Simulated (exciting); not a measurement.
Here is an exciting (release sodium) calculation.

The input input.xml:

```xml
<input>
  <title>MoOs</title>
  <structure speciespath="./" tshift="false">
    <crystal scale="1">
      <basevect>5.256756391216 0.000000000000 0.000000000000</basevect>
      <basevect>-2.628378195702 4.552484576365 0.000000000000</basevect>
      <basevect>0.000000000000 0.000000000000 8.517099578625</basevect>
    </crystal>
    <species speciesfile="Os.xml" rmt="2.3">
      <atom coord="0.333333333300 0.666666666700 0.000000000000"/>
    </species>
    <species speciesfile="Mo.xml" rmt="2.3">
      <atom coord="0.666666666700 0.333333333300 0.500000000000"/>
    </species>
  </structure>
  <groundstate do="fromscratch" ngridk="11 11 6" rgkmax="9" gmaxvr="14" lmaxapw="10" lmaxmat="10" lmaxvr="8" xctype="GGA_PBE_SOL" stype="Fermi Dirac" swidth="0.00183747" nempty="18" ValenceRelativity="iora*" epsengy="1e-05" epspot="1e-05" maxscl="60" tforce="true" outputlevel="normal"/>
  <properties>
    <chargedensityplot>
      <plot3d>
        <box grid="14 14 23">
          <origin coord="0 0 0"/>
          <point coord="1 0 0"/>
          <point coord="0 1 0"/>
          <point coord="0 0 1"/>
        </box>
      </plot3d>
    </chargedensityplot>
    <elfplot>
      <plot3d>
        <box grid="14 14 23">
          <origin coord="0 0 0"/>
          <point coord="1 0 0"/>
          <point coord="0 1 0"/>
          <point coord="0 0 1"/>
        </box>
      </plot3d>
    </elfplot>
    <exccplot>
      <plot3d>
        <box grid="14 14 23">
          <origin coord="0 0 0"/>
          <point coord="1 0 0"/>
          <point coord="0 1 0"/>
          <point coord="0 0 1"/>
        </box>
      </plot3d>
    </exccplot>
  </properties>
</input>
```

Potentials or basis: all-electron LAPW+lo, shipped species files, valence relativity iora*.

Launch:

```console
$ OMP_NUM_THREADS=1 exciting_smp
```

Q: Predict the band gap on the k mesh.

A: None (metal or under the smearing width).

 The run has no spin-orbit coupling, so splittings on Os are missing.
